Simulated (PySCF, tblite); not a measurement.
**C5H10BNO3: geometry, infrared bands and NMR shifts**

What infrared bands and NMR shifts should C5H10BNO3 (`CCO[C@@H](C)OB(O)C#N`) show?

Programs: tblite 0.8.0 and PySCF 2.14.0, with density-fitted response routines of our own. Each step states its level of theory. These are calculated values for one molecule in the gas phase, unless marked as measured. Atoms are numbered from 0 throughout.

### 1 Starting geometry

20 atoms, charge 0, multiplicity 1; geometry from: force field or distance geometry start.

Bonds of the start (Å): C0–C1 1.51, C1–O2 1.41, O2–C3 1.39, C3–C4 1.53, C3–O5 1.38, O5–B6 1.46, B6–O7 1.47, B6–C8 1.53, C8–N9 1.18, C0–H10 1.13, C0–H11 1.10, C0–H12 1.13, C1–H13 1.11, C1–H14 1.11, C3–H15 1.09, C4–H16 1.11, C4–H17 1.12, C4–H18 1.12, O7–H19 1.01.

### 2 Relaxing the molecule with GFN2-xTB

What the job is given:

```
{"job": {"kind": "relax", "xc": "GFN2-xTB", "basis": "xTB"}, "charge": 0, "multiplicity": 1}
C     -2.256300     0.435800    -0.228200
C     -1.528200    -0.625100    -1.014600
O     -0.618300    -1.310100    -0.183100
C      0.339800    -0.467000     0.368800
C      0.136800    -0.543000     1.884800
O      1.617800    -0.925500     0.127600
B      2.501000     0.056000    -0.489200
O      2.803000    -0.169000    -1.913700
C      2.599200     1.509200    -0.015100
N      2.646700     2.623600     0.359600
H     -3.178600     0.672200    -0.844600
H     -1.670500     1.363500    -0.118000
H     -2.595400     0.050500     0.780900
H     -1.018200    -0.194800    -1.897700
H     -2.279100    -1.369400    -1.339800
H      0.199800     0.570500     0.070800
H      0.029100     0.463400     2.342300
H      1.029300    -1.044500     2.350000
H     -0.721200    -1.221900     2.127100
H      1.958200     0.136200    -2.370900
```

The run is started by

```
> OMP_NUM_THREADS=1 python probes_run.py task.json out
```

The driver reads the jobs from task.json and runs them one after another.

**Question.** This job is followed by: GFN2-xTB harmonic vibrations, gas phase; GIAO PBE0/pcSseg-1 NMR shielding, non-relativistic, gas phase. Predict these results of the whole session: strongest single infrared mode (GFN2-xTB); zero-point energy (GFN2-xTB); 13C shifts against TMS (PBE0/pcSseg-1); 1H shifts against TMS (PBE0/pcSseg-1, means over atoms taken as alike); 17O shifts against H2O (PBE0/pcSseg-1); 11B shifts against BF3·OEt2 (PBE0/pcSseg-1); 15N shifts against NH3 (PBE0/pcSseg-1).

The runs gave:

```
                                                              quantity                                   value
                             strongest single infrared mode (GFN2-xTB)                   1292 cm⁻¹, 469 km/mol
                                          zero-point energy (GFN2-xTB)                           97.3 kcal/mol
                                13C shifts against TMS (PBE0/pcSseg-1)       123.8, 97.6, 63.8, 27.0, 14.4 ppm
1H shifts against TMS (PBE0/pcSseg-1, means over atoms taken as alike)  5.67, 4.69, 3.88, 3.86, 1.47, 1.21 ppm
                                17O shifts against H2O (PBE0/pcSseg-1)                  190.0, 131.3, 98.2 ppm
                           11B shifts against BF3·OEt2 (PBE0/pcSseg-1)                                14.7 ppm
                                15N shifts against NH3 (PBE0/pcSseg-1)                               351.1 ppm
```

**Reading.** The optimisation took 125 steps and gained 2.334 eV; among the close pairs (by a distance rule), B6–O7 changed most, from 1.473 to 1.343 Å. The lowest mode is slightly imaginary (5i cm⁻¹), a soft motion within the noise of the Hessian, so the minimum is not strictly shown. The strongest single mode, at 1292 cm⁻¹, moves mainly B6. GFN2-xTB is a fitted tight-binding method: band positions and strengths are rough. Its intensities can rank the bands wrongly. C8 (nitrile carbon) lies farthest downfield among carbon, at 123.8 ppm; typical of a nitrile. H15 (hydrogen on an sp3 carbon bearing two oxygens) lies farthest downfield among hydrogen, at 5.67 ppm; its carbon carries O, an electronegative neighbour. At PBE0/pcSseg-1: The largest span, 572 ppm, is at N9, where the paramagnetic term is -422 ppm.
